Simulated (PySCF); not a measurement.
# C₅H₆BN: electronic excitations and core binding energies

What electronic excitations and core binding energies should C₅H₆BN (`C#CC#CB(C)N`) show?

The runs use PySCF 2.14.0, with density-fitted response routines of our own; the level of theory stands in each step. All values are computed, except where a source is named. Atoms count from 0, in the outputs and in this text.

### Step 1. Starting geometry

13 atoms, charge 0, multiplicity 1; geometry from: GFN2-xTB.

Bonds of the start (Å): C0–C1 1.21, C1–C2 1.36, C2–C3 1.21, C3–B4 1.52, B4–C5 1.59, B4–N6 1.39, C0–H7 1.05, C5–H8 1.09, C5–H9 1.09, C5–H10 1.09, N6–H11 1.01, N6–H12 1.01.

### Step 2. Excited states and response: PBE0/def2-SVPD

The job: settings as JSON, then the geometry in Å.

```
{"job": {"kind": "uv", "xc": "PBE0", "basis": "def2-SVPD", "nstates": 8, "ntriplets": 3}, "charge": 0, "multiplicity": 1}
C      4.229695     0.066628    -0.370768
C      3.028256    -0.005222    -0.303532
C      1.674097    -0.087959    -0.236884
C      0.463667    -0.167928    -0.181313
B     -1.045079    -0.286591    -0.092136
C     -1.774499    -0.387619     1.318119
N     -1.785611    -0.300028    -1.266138
H      5.274919     0.124264    -0.426752
H     -1.088100    -0.604600     2.132351
H     -2.544840    -1.156694     1.318819
H     -2.268865     0.553190     1.557741
H     -2.788124    -0.379785    -1.283286
H     -1.379906    -0.228419    -2.183948
```

Level: TDDFT PBE0/def2-SVPD, vertical, gas phase, core orbitals frozen in the response.

The run is started by

```console
> OMP_NUM_THREADS=1 python probes_run.py task.json out
```

This one command runs all jobs of the session in turn.

**Question.** This job is followed by: delta-SCF UKS SCAN, pcX-2 on the ionised atom, pcseg-1 elsewhere, spin-free X2C. Predict these results of the whole session: lowest singlet (PBE0/def2-SVPD); brightest single state of those computed; lowest triplet; B1s binding energies, SCAN/pcX-2; C1s binding energies, SCAN/pcX-2 (standing for 1 of 5 atoms); N1s binding energies, SCAN/pcX-2.

As calculated:

| quantity | value |
| --- | --- |
| lowest singlet (PBE0/def2-SVPD) | 4.09 eV (303 nm), f = 0.000 |
| brightest single state of those computed | state 4, 6.45 eV, f = 0.476 |
| lowest triplet | 3.46 eV |
| B1s binding energies, SCAN/pcX-2 | B4 195.59 eV |
| C1s binding energies, SCAN/pcX-2 (standing for 1 of 5 atoms) | C5 289.79 eV |
| N1s binding energies, SCAN/pcX-2 | N6 405.04 eV |

In words: The first singlet state (HOMO→LUMO 0.98) lies at 4.09 eV and is dark; of the 8 states computed, the strongest absorption comes from state 4 at 6.45 eV. The lowest triplet lies 0.63 eV below the lowest singlet (triplets in Tamm-Dancoff, singlets in full TDDFT).
